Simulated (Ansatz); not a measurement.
# B3LYP/def2-SVP run of B3N3H6 (borazine)

What is the electronic atomisation energy of B3N3H6 (borazine) at B3LYP/def2-SVP? 

The results are computed with Ansatz 0.2.0.

43 further runs of the same task are left out: 1 that didn't finish, 42 set aside as unsound or not needed.

### 1 The molecule

B3N3H6 has 12 atoms, charge 0, and is taken as a singlet. SMILES: `B1NBNBN1`. Geometry: relaxed at PBE0-D4/def2-TZVP. This is one conformer, not always the lowest.

Bond lengths: B1–N2 1.425 Å, N2–B3 1.425 Å, B3–N4 1.425 Å, N4–B5 1.425 Å, B1–N6 1.425 Å, B5–N6 1.425 Å, B1–H7 1.197 Å, N2–H8 1.006 Å, B3–H9 1.197 Å, N4–H10 1.006 Å, B5–H11 1.197 Å, N6–H12 1.006 Å. Some angles: B1–N2–B3 122.9°, N2–B1–N6 117.1°, N2–B3–N4 117.1°, B3–N4–B5 122.9°, N4–B5–N6 117.1°, B1–N6–B5 122.9°, B1–N2–H8 118.6°, B3–N2–H8 118.6°, N2–B1–H7 121.4°, N6–B1–H7 121.4°.

### 2 A single-point energy at B3LYP/def2-SVP

Contents of job.yaml:

```yaml
crystal:
  periodic: [false, false, false]
  atoms:
    - {symbol: B, position_ang: [-0.725600, -1.223220, 0.253660]}
    - {symbol: "N", position_ang: [0.524170, -0.956610, 0.883320]}
    - {symbol: B, position_ang: [1.265120, 0.238610, 0.655490]}
    - {symbol: N, position_ang: [0.704960, 1.188460, -0.246430]}
    - {symbol: B, position_ang: [-0.539530, 0.984630, -0.909140]}
    - {symbol: "N", position_ang: [-1.229160, -0.231820, -0.636840]}
    - {symbol: H, position_ang: [-1.326890, -2.236960, 0.463830]}
    - {symbol: H, position_ang: [0.899850, -1.642240, 1.516360]}
    - {symbol: H, position_ang: [2.313570, 0.436330, 1.198680]}
    - {symbol: H, position_ang: [1.210210, 2.040210, -0.423070]}
    - {symbol: H, position_ang: [-0.986620, 1.800580, -1.662600]}
    - {symbol: H, position_ang: [-2.110080, -0.397960, -1.093280]}
basis:
  gaussian: {orbitals: def2-SVP}
accuracy: high
output: {orbitals: {seedname: orbitals}}
hamiltonian: {xc: {name: B3LYP}}
```

The run is started by

```bash
ansatz run job.yaml --threads 1 --pin off --max-ram 3480MiB --events-out events.jsonl --progress --plain --runs-dir runs
```

What it wrote:

```text
Warning: RAYON_NUM_THREADS=1 ignored (pool sized by the plan → 1); use --threads N
Functional definition: B3LYP
  name "B3LYP"
  parameter a0 = 0.2
  parameter ax = 0.72
  parameter ac = 0.81
  exchange = (1 - a0 - ax)*slater_x + ax*b88_x + a0*exact_x
  correlation = (1 - ac)*vwn_rpa_c + ac*lyp_c
2856 factors; integrals over basis functions are off by at most 3.1e-9 eV
mean field evaluation 1: about -6585.9084 eV, gradient 7.9e1 eV
mean field evaluation 2: about -6568.1693 eV, gradient 1.2e2 eV
mean field evaluation 4: about -6598.6640 eV, gradient 8.5e-1 eV
mean field evaluation 8: about -6598.8722 eV, gradient 9.9e-2 eV
mean field evaluation 16: about -6598.8723 eV, gradient 1.1e-6 eV
mean field -6598.87226594 eV, -242.5040828969 hartree, gradient 1.3e-8 eV, S^2 0.000000; 0 other end points of the search recorded, 0 dependent functions left out
reference -6598.87230881 eV, -242.5040844725 hartree; 21, 21 occupied and 93, 93 virtual orbitals, 2856 factors
Total energy: -6598.87230881 eV, -242.5040844725 hartree
```

Run time: 14 s. Hardware: 1 thread of Intel Xeon Platinum 8175M at 2.50GHz (Skylake/Cascade Lake), shared host; peak memory 0.49 GiB.

### 3 The B atom at the same level

Contents of in.yaml:

```yaml
crystal:
  periodic: [false, false, false]
  atoms:
    - {symbol: B, position_ang: [0.000000, 0.000000, 0.000000]}
basis:
  gaussian:
    orbitals: def2-SVP
hamiltonian:
  xc: {name: B3LYP}
accuracy: high
magnetization:
  spin_polarized: true
  initial_magnetization: 1
```

The run is started by

```bash
ansatz run in.yaml --threads 1 --pin off --max-ram 3480MiB --events-out events.jsonl --progress --plain --runs-dir runs
```

What it wrote, cut to the lines that bear on the results:

```text
Warning: RAYON_NUM_THREADS=1 ignored (pool sized by the plan → 1); use --threads N
[... 7 set-up lines as earlier in the session ...]
92 factors; integrals over basis functions are off by at most 2.8e-9 eV
mean field evaluation 1: about -670.2901 eV, gradient 2.3e0 eV
mean field evaluation 2: about -670.3408 eV, gradient 4.6e-1 eV
mean field evaluation 4: about -670.3433 eV, gradient 1.3e-1 eV
mean field evaluation 8: about -670.3435 eV, gradient 1.5e-5 eV
mean field -670.34347264 eV, -24.6346682446 hartree, gradient 3.9e-9 eV, S^2 0.752254; 0 other end points of the search recorded, 0 dependent functions left out
reference -670.34349502 eV, -24.6346690667 hartree; 3, 2 occupied and 11, 12 virtual orbitals, 92 factors
Total energy: -670.34349502 eV, -24.6346690667 hartree
```

It took 0.61 s on 1 thread of Intel Xeon Platinum 8175M at 2.50GHz (Skylake/Cascade Lake), shared host.

### 4 The H atom, same level

Contents of input.yaml:

```yaml
crystal:
  periodic: [false, false, false]
  atoms:
    - {symbol: H, position_ang: [0.000000, 0.000000, 0.000000]}
basis:
  gaussian:
    orbitals: def2-SVP
hamiltonian:
  xc: {name: B3LYP}
magnetization:
  spin_polarized: true
  initial_magnetization: 1
accuracy: high
```

The run is started by

```bash
ansatz run input.yaml --threads 1 --pin off --max-ram 3480MiB --events-out events.jsonl --progress --plain --runs-dir runs
```

What it wrote, cut to the lines that bear on the results:

```text
Warning: RAYON_NUM_THREADS=1 ignored (pool sized by the plan → 1); use --threads N
[... 7 set-up lines as earlier in the session ...]
15 factors; integrals over basis functions are off by at most 8.9e-10 eV
mean field evaluation 1: about -13.6398 eV, gradient 1.5e-1 eV
mean field evaluation 2: about -13.6397 eV, gradient 1.5e-1 eV
mean field evaluation 4: about -13.6399 eV, gradient 3.7e-3 eV
mean field evaluation 8: about -13.6399 eV, gradient 1.1e-9 eV
mean field -13.63992910 eV, -0.5012581489 hartree, gradient 1.1e-9 eV, S^2 0.750000; 0 other end points of the search recorded, 0 dependent functions left out
reference -13.63994824 eV, -0.5012588523 hartree; 1, 0 occupied and 4, 5 virtual orbitals, 15 factors
Total energy: -13.63994824 eV, -0.5012588523 hartree
```

It took 0.18 s on 1 thread of Intel Xeon Platinum 8175M at 2.50GHz (Skylake/Cascade Lake), shared host.

### 5 The N atom

Contents of run.yaml:

```yaml
basis:
  gaussian:
    orbitals: def2-SVP
crystal:
  periodic: [false, false, false]
  atoms:
    - {symbol: N, position_ang: [0.000000, 0.000000, 0.000000]}
total_charge: 0
magnetization:
  spin_polarized: true
  initial_magnetization: 3
hamiltonian:
  xc: {name: B3LYP}
accuracy: high
```

Run the same way, it converges to -54.53778 Eh (log not shown).

### 6 Summary of results

Level: B3LYP/def2-SVP.

```
                     quantity          value
       molecule: total energy  -242.50408 Eh
        molecule: HOMO energy       -7.74 eV
        molecule: LUMO energy        0.41 eV
      molecule: HOMO–LUMO gap        8.15 eV
         B atom: total energy   -24.63467 Eh
                 B atom: ⟨S²⟩          0.752
         H atom: total energy    -0.50126 Eh
                 H atom: ⟨S²⟩          0.750
         N atom: total energy   -54.53778 Eh
                 N atom: ⟨S²⟩          3.753
electronic atomisation energy      53.856 eV
```

What this shows: Taking the molecule apart into free atoms costs 53.86 eV (5196 kJ/mol), before zero-point energy and without spin-orbit coupling.
